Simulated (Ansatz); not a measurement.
# C2H4OSi (SMILES OC#C[SiH3]): HF/STO-3G

Aim: the electronic atomisation energy of C2H4OSi at HF/STO-3G, from 5 runs. 

The results are computed with Ansatz 0.2.0.

73 further runs of the same task are left out: 73 set aside as unsound or not needed. Runs told in other sessions of the task aren't counted.

**1. The structure to begin with**

C2H4OSi: 8 atoms, total charge 0, spin state singlet. SMILES: `OC#C[SiH3]`. Geometry: relaxed at PBE0-D4/def2-TZVP.

Bond lengths: O1–C2 1.296 Å, C2–C3 1.208 Å, C3–Si4 1.808 Å, O1–H5 0.965 Å, Si4–H6 1.485 Å, Si4–H7 1.485 Å, Si4–H8 1.485 Å. Angles: O1–C2–C3 176.6°, C2–C3–Si4 179.5°, C2–O1–H5 110.6°, C3–Si4–H6 110.5°, C3–Si4–H7 109.4°, C3–Si4–H8 110.4°, H6–Si4–H7 108.9°, H6–Si4–H8 108.8°, H7–Si4–H8 108.9°.

**2. The energy at HF/STO-3G**

Contents of job.yaml:

```yaml
crystal:
  periodic: [false, false, false]
  atoms:
    - {symbol: O, position_ang: [2.579200, 0.927900, 0.488100]}
    - {symbol: C, position_ang: [1.380900, 0.489600, 0.263100]}
    - {symbol: C, position_ang: [0.263000, 0.053700, 0.119800]}
    - {symbol: Si, position_ang: [-1.409600, -0.594800, -0.108400]}
    - {symbol: H, position_ang: [2.920800, 1.394400, -0.284700]}
    - {symbol: H, position_ang: [-2.349500, 0.046300, 0.846200]}
    - {symbol: H, position_ang: [-1.863400, -0.311200, -1.494000]}
    - {symbol: H, position_ang: [-1.429300, -2.063000, 0.114200]}
basis:
  gaussian:
    orbitals: STO-3G
hamiltonian:
  xc: hf
accuracy: high
output: {orbitals: {seedname: orbitals}}
```

The run is started by

```
$ ansatz run job.yaml --threads 1 --pin off --max-ram 2610MiB --events-out events.jsonl --progress --plain --runs-dir runs
```

The log of the run:

```text
Warning: RAYON_NUM_THREADS=1 ignored (pool sized by the plan → 1); use --threads N
Functional definition: HF
  name "HF"
  exchange = exact_x
  correlation = 0
523 factors; integrals over basis functions are off by at most 3.1e-8 eV
mean field evaluation 1: about -11876.0329 eV, gradient 1.9e1 eV
mean field evaluation 2: about -11876.0931 eV, gradient 1.9e1 eV
mean field evaluation 4: about -11877.3802 eV, gradient 3.3e0 eV
mean field evaluation 8: about -11877.4207 eV, gradient 6.8e-5 eV
mean field -11877.41920053 eV, -436.4871048156 hartree, gradient 2.9e-8 eV, S^2 0.000000; 0 other end points of the search recorded, 0 dependent functions left out
reference -11877.41920053 eV, -436.4871048156 hartree; 19, 19 occupied and 9, 9 virtual orbitals, 523 factors
Total energy: -11877.41920053 eV, -436.4871048156 hartree
```

Run time: 0.22 s. Hardware: 1 thread of Arm Neoverse V1, shared host.

**3. The C atom at the same level**

Contents of run.yaml:

```yaml
basis:
  gaussian:
    orbitals: STO-3G
crystal:
  periodic: [false, false, false]
  atoms:
    - {symbol: C, position_ang: [0.000000, 0.000000, 0.000000]}
total_charge: 0
magnetization:
  spin_polarized: true
  initial_magnetization: 2
hamiltonian:
  xc: hf
accuracy: high
```

Run the same way, it converges to -37.19839 Eh (log not shown).

**4. The H atom at the same level**

Contents of run.yaml:

```yaml
crystal:
  periodic: [false, false, false]
  atoms:
    - {symbol: H, position_ang: [0.000000, 0.000000, 0.000000]}
basis:
  gaussian:
    orbitals: STO-3G
magnetization:
  spin_polarized: true
  initial_magnetization: 1
hamiltonian:
  xc: hf
accuracy: high
```

Run the same way, it converges to -0.46658 Eh (log not shown).

**5. The O atom, same level**

Contents of run.yaml:

```yaml
crystal:
  periodic: [false, false, false]
  atoms:
    - {symbol: O, position_ang: [0.000000, 0.000000, 0.000000]}
basis:
  gaussian:
    orbitals: STO-3G
magnetization:
  spin_polarized: true
  initial_magnetization: 2
accuracy: high
hamiltonian:
  xc: hf
```

Run the same way, it converges to -73.80415 Eh (log not shown).

**6. The Si atom at the same level**

Contents of in.yaml:

```yaml
crystal:
  periodic: [false, false, false]
  atoms:
    - symbol: Si
      position_ang: [0.000000, 0.000000, 0.000000]
basis:
  gaussian:
    orbitals: STO-3G
magnetization:
  spin_polarized: true
  initial_magnetization: 2
hamiltonian:
  xc: hf
accuracy: high
```

The run is started by

```
$ ansatz run in.yaml --threads 1 --pin off --max-ram 2610MiB --events-out events.jsonl --progress --plain --runs-dir runs
```

The log of the run:

```text
Warning: RAYON_NUM_THREADS=1 ignored (pool sized by the plan → 1); use --threads N
[... 4 set-up lines as earlier in the session ...]
42 factors; integrals over basis functions are off by at most 2.5e-9 eV
mean field evaluation 1: about -7767.9286 eV, gradient 9.3e-1 eV
mean field evaluation 2: about -7767.9294 eV, gradient 9.3e-1 eV
mean field evaluation 4: about -7767.9315 eV, gradient 4.9e-6 eV
mean field evaluation 8: about -7767.9314 eV, gradient 2.1e-1 eV
mean field -7767.93148641 eV, -285.4662168327 hartree, gradient 2.1e-9 eV, S^2 2.000003; 0 other end points of the search recorded, 0 dependent functions left out
reference -7767.93148641 eV, -285.4662168327 hartree; 8, 6 occupied and 1, 3 virtual orbitals, 42 factors
Total energy: -7767.93148641 eV, -285.4662168327 hartree
```

Run time: 0.04 s. Hardware: 1 thread of Arm Neoverse V1, shared host.

**7. Outcome**

Level: HF/STO-3G.

| quantity | value |
| --- | --- |
| molecule: total energy | -436.48710 Eh |
| molecule: HOMO energy | -7.43 eV |
| molecule: LUMO energy | 10.22 eV |
| molecule: HOMO–LUMO gap | 17.65 eV |
| C atom: total energy | -37.19839 Eh |
| C atom: ⟨S²⟩ | 2.000 |
| H atom: total energy | -0.46658 Eh |
| H atom: ⟨S²⟩ | 0.750 |
| O atom: total energy | -73.80415 Eh |
| O atom: ⟨S²⟩ | 2.000 |
| Si atom: total energy | -285.46622 Eh |
| Si atom: ⟨S²⟩ | 2.000 |
| electronic atomisation energy | 25.949 eV |

Taking the molecule apart into free atoms costs 25.95 eV (598 kcal/mol), before zero-point energy and without spin-orbit coupling. Hartree–Fock lacks the correlation of the bonding pairs, which as a rule makes this value much too low; in minimal bases other errors can mask that. In a minimal basis such a difference can be off by several eV, whatever the method.
